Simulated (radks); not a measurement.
# Eu³⁺ in [Xe] 4f6: an all-electron calculation

Aim: the levels, the sizes of the orbitals and the parts of the energy of the europium ion Eu3+.

The numbers are computed with radks (a radial shooting solver on a logarithmic mesh, Libxc functionals) version 1 (Dirac Kohn-Sham, RPBE, spin-unpolarised, spherical densities, finite nucleus; open shells are shared between the two j in proportion to 2j + 1), except any that are marked as measured or tabulated.

## Step 1: The atom as given

```
element            : europium (Z = 63)
charge             : +3
electrons          : 60
configuration      : [Xe] 4f6
nuclear rms radius : 5.1115 fm
```

Outer shells as boxes (Hund's rule):

Eu³⁺
```
[Xe] core
4f [↑ ][↑ ][↑ ][↑ ][↑ ][↑ ][  ]
```

## Step 2: Self-consistent calculation

Settings of this run:

```text
Z 63
configuration [Xe] 4f6
relativity Dirac
functional rpbe,pbe
spin unpolarised
j_filling average
nucleus finite rms 5.1115 fm
c 137.035999084
```

Q: Predict the outcome of this run.

**Answer**, as computed:

```
                        quantity                   value
                    total energy     -10850.2737 hartree
exchange-correlation share of it                  2.24 %
                            −T/E                  1.0872
          highest occupied level       4f7/2, -32.701 eV
    most extended occupied level  5p3/2, <r> = 1.58 bohr
 radius at density 0.001 e/bohr³               3.29 bohr
    maxima of the radial density                       4
         ionisation energy, NIST     42.9 (semi-emp.) eV
```

What this shows: The radial density shows 4 maxima for 5 occupied principal shells; where shells overlap, one shows as a shoulder or not at all. −T/E is 1.087: with relativity the kinetic term as defined here no longer equals −E. Minus the highest eigenvalue, 32.701 eV, is 76 % of the tabulated ionisation energy (42.9 eV); the potential of a semilocal functional falls off too fast, so its top eigenvalue is too shallow. Spin polarisation and multiplet splitting are left out. Sharing an open shell by 2j + 1 raises it above the true ground level by a part of the spin-orbit splitting, which enters the differences from NIST.
